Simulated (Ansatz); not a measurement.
**CH7Al2B: how energies converge with the basis set**

Aim: see how fast density functionals converge with the basis set for CH7Al2B.

The runs use Ansatz 0.2.0, Gaussian basis; one geometry, several basis sets.

Levels to be run: PBE0-D4/def2-SVP; ωB97M-V/def2-SVP; PBE0-D4/def2-QZVPP; ωB97M-V/def2-QZVPP; the functionals' def2-TZVPP values are taken from earlier runs.

## (1) The geometry

The geometry comes from an earlier relaxation with PBE0-D4 in a triple-zeta def2 set; it is a stationary point, not always the lowest conformer.

SMILES `C[BH][AlH][AlH2]`, 11 atoms, charge 0, spin multiplicity 1.

Atoms are counted from 1 here; the program's logs count them from 0.

Bond lengths: C1–B2 1.560 Å, C1–H5 1.104 Å, C1–H6 1.091 Å, C1–H7 1.095 Å, B2–Al3 2.123 Å, B2–H8 1.208 Å, Al3–Al4 2.592 Å, Al3–H9 1.603 Å, Al4–H10 1.597 Å, Al4–H11 1.598 Å. Angles: B2–C1–H5 104.4°, B2–C1–H6 117.4°, B2–C1–H7 112.9°, H5–C1–H6 107.0°, H5–C1–H7 104.6°, H6–C1–H7 109.5°, C1–B2–Al3 127.3°, C1–B2–H8 115.3°, Al3–B2–H8 117.2°, B2–Al3–Al4 123.5°, B2–Al3–H9 118.8°, Al4–Al3–H9 117.7°, Al3–Al4–H10 122.5°, Al3–Al4–H11 122.0°, H10–Al4–H11 115.6°.

Geometry (Å):

```xyz
11
CH7Al2B
C    -2.17716    0.29736   -0.21420
B    -0.98040    0.31572    0.78605
Al    0.80107   -0.83375    0.68254
Al    2.88800   -0.12186   -0.68060
H    -2.03634    1.20480   -0.82646
H    -2.24126   -0.54524   -0.90409
H    -3.14471    0.44288    0.27679
H    -1.05560    1.14023    1.66523
H     0.88380   -2.20540    1.50849
H     4.04174    0.79562   -0.06529
H     3.08636   -0.54756   -2.20786
```

## (2) PBE0-D4 in def2-SVP

Input file in.yaml:

```yaml
crystal:
  periodic: [false, false, false]
  atoms:
    - {symbol: C, position_ang: [-2.177163, 0.297361, -0.214198]}
    - {symbol: B, position_ang: [-0.980396, 0.315721, 0.786046]}
    - {symbol: Al, position_ang: [0.801068, -0.833749, 0.682544]}
    - {symbol: Al, position_ang: [2.888000, -0.121864, -0.680604]}
    - {symbol: H, position_ang: [-2.036341, 1.204802, -0.826459]}
    - {symbol: H, position_ang: [-2.241257, -0.545240, -0.904094]}
    - {symbol: H, position_ang: [-3.144710, 0.442882, 0.276788]}
    - {symbol: H, position_ang: [-1.055605, 1.140231, 1.665229]}
    - {symbol: H, position_ang: [0.883800, -2.205405, 1.508493]}
    - {symbol: H, position_ang: [4.041739, 0.795623, -0.065288]}
    - {symbol: H, position_ang: [3.086365, -0.547562, -2.207857]}
basis:
  gaussian: {orbitals: def2-SVP}
hamiltonian: {xc: pbe0, dispersion: d4}
output: {orbitals: {seedname: orbitals}}
```

Command:

```console
$ ansatz run in.yaml --threads 2 --pin off --events-out ev --progress --plain --max-ram 4352MiB
```

Further steps of the session: ωB97M-V in def2-SVP; PBE0-D4 in def2-QZVPP; ωB97M-V in def2-QZVPP.

Q: Predict the results of all the runs planned. Wanted: PBE0-D4: double and triple zeta above quadruple; ωB97M-V: double and triple zeta above quadruple.

The runs gave:

```
                                       quantity          value
PBE0-D4: double and triple zeta above quadruple  7.05, 0.51 eV
ωB97M-V: double and triple zeta above quadruple  7.21, 0.51 eV
```

What this shows: For PBE0-D4 the step from double to triple zeta gains 6.55 eV and the next only 0.51 eV. Total energies overstate the basis error of differences, where much of it tends to cancel.
